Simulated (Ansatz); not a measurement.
# CH6Ge: the cost of one run

Method: RKS B3LYP-D4/def2-SVP, in Ansatz 0.2.0.

## Step 1: Starting point

Bond lengths: Ge1–H2 1.750 Å, Ge1–C3 2.160 Å, C3–H4 1.110 Å, C3–H5 1.110 Å, C3–H6 1.110 Å, Ge1–H7 1.549 Å, Ge1–H8 1.549 Å. Angles: H2–Ge1–C3 44.4°, H2–Ge1–H7 121.6°, H2–Ge1–H8 121.6°, C3–Ge1–H7 122.9°, C3–Ge1–H8 122.9°, H7–Ge1–H8 109.5°, Ge1–C3–H4 105.7°, Ge1–C3–H5 78.9°, Ge1–C3–H6 138.0°, H4–C3–H5 109.4°, H4–C3–H6 109.4°, H5–C3–H6 109.4°.

Structure file:

```xyz
8

Ge    0.0000    0.0000    0.0000
H     0.8769    0.0000    1.5144
C     2.0813    0.0000    0.5780
H     2.4290   -1.0463    0.4498
H     2.1298    0.5276   -0.3974
H     2.7332    0.5187    1.3114
H    -0.7300    1.2648   -0.5162
H    -0.7300   -1.2648   -0.5162
```

## Step 2: A restrained relaxation towards end A

Springs on the bonds that form and break draw the guess towards this end; the thresholds are loose.

Input file input.yaml:

```yaml
crystal:
  periodic: [false, false, false]
  atoms:
    - { symbol: Ge, position_ang: [0.0, 0.0, 0.0] }
    - { symbol: H, position_ang: [0.8769, 0.0, 1.5144] }
    - { symbol: C, position_ang: [2.0813, 0.0, 0.578] }
    - { symbol: H, position_ang: [2.429, -1.0463, 0.4498] }
    - { symbol: H, position_ang: [2.1298, 0.5276, -0.3974] }
    - { symbol: H, position_ang: [2.7332, 0.5187, 1.3114] }
    - { symbol: H, position_ang: [-0.73, 1.2648, -0.5162] }
    - { symbol: H, position_ang: [-0.73, -1.2648, -0.5162] }
basis:
  gaussian: { orbitals: def2-SVP }
hamiltonian:
  xc: b3lyp
  dispersion: d4
relax:
  f_tol: 0.15
  max_steps: 25
  restrain:
    - { distance: [1, 2], at: 2.31, k: 30.0 }
    - { distance: [0, 1], at: 1.55, k: 30.0 }
    - { distance: [0, 2], at: 1.96, k: 30.0 }
output:
  orbitals: {}
```

Started as:

```sh
> ansatz run input.yaml --threads 1 --pin off --max-ram 2048MiB --backend cpu --events-out ev --progress --plain --runs-dir out
```

What time and memory should one allow on 1 thread of Arm Neoverse V2, shared host?

About 20 s, with a peak of 0.14 GiB.
